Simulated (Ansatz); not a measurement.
## HfC, space group Fm-3m: cell relaxations under several functionals, step by step

With Ansatz 0.2.0 through its Python package.

At the Python prompt:
```pycon
>>> import warnings
>>> import ansatz as az
>>> import numpy as np
>>> FILLING = "fermi_dirac"
>>> TOLERANCE = 1e-10
>>> FORCE_TOL = 0.01
>>> def edges_and_angles(cell):
...     cell = np.asarray(cell)
...     a, b, c = np.linalg.norm(cell, axis=1)
...     cosines = cell[1] @ cell[2] / (b * c), cell[0] @ cell[2] / (a * c), cell[0] @ cell[1] / (a * b)
...     return (a, b, c, *np.degrees(np.arccos(cosines)))
...
>>> warnings.simplefilter("ignore", az.DeckWarning)
>>> lattice = az.Lattice.of(
...     [0.0, 2.325, 2.325],
...     [2.325, 0.0, 2.325],
...     [2.325, 2.325, 0.0],
... )
>>> sites = [
...     ("Hf", [0.5, 0.5, 0.5]),
...     ("C", [0.0, 0.0, 0.0]),
... ]
>>> crystal = az.Crystal(lattice=lattice)
>>> for symbol, position in sites:
...     crystal = crystal.atom(symbol, position)
...
>>> len(crystal.resolved().sites)
2
>>> calc = crystal.calculation()
>>> calc = calc.kpoints(11).occupations(FILLING)
>>> calc = calc.scf(tolerance=TOLERANCE).relax(cell=True, force_tolerance=FORCE_TOL)
>>> levels = [("rpbe", "none"), ("pbe", "none"), ("pbesol", "none")]
>>> print("level            a       b       c    alpha   beta  gamma  V/atom  steps")
level            a       b       c    alpha   beta  gamma  V/atom  steps
>>> for name, dispersion in levels:
...     seen = []
...     run = calc.functional(name, dispersion=dispersion).session().plan()
...     out = run.execute(on_event=lambda e: seen.append(e) if e["event"] == "relax_step" else None)
...     cell = out.lattice.cell_ang
...     label = name if dispersion == "none" else f"{name}+{dispersion}"
...     print("{:13s} {:7.4f} {:7.4f} {:7.4f} {:6.2f} {:6.2f} {:6.2f}".format(label, *edges_and_angles(cell)), f"{abs(np.linalg.det(cell)) / len(out.lattice.sites):7.3f} {len(seen):5d}")
...
rpbe           3.3083  3.3083  3.3083  60.00  60.00  60.00  12.802     5
pbe            3.2892  3.2892  3.2892  60.00  60.00  60.00  12.581     4
pbesol         3.2580  3.2580  3.2580  60.00  60.00  60.00  12.227     5
```

From smallest to largest: PBEsol (12.23 Å³ an atom, -2.7 % against the start), PBE (12.58 Å³ an atom, +0.1 % against the start) and RPBE (12.80 Å³ an atom, +1.9 % against the start). The spread is 4.7 % in volume.

Caveats:
- Forces vanish by symmetry, so the ions can't move, and the end may be a saddle.
- The mesh is modest for a metal, so energies can be off by several to tens of meV an atom and pressures by half a GPa or more; differences at equal mesh fare better.
- Edges and angles are those of the cell as typed, here a primitive one, not of the conventional cell.
- Spin-orbit coupling, which matters for elements this heavy, is left out.
- The starting cell is as deposited in a crystallographic database; the results hold for this polymorph, which needn't be the stable one.
- The whole script took 20 s on 1 thread of Arm Neoverse V2, on a shared host, peak memory 0.32 GiB.
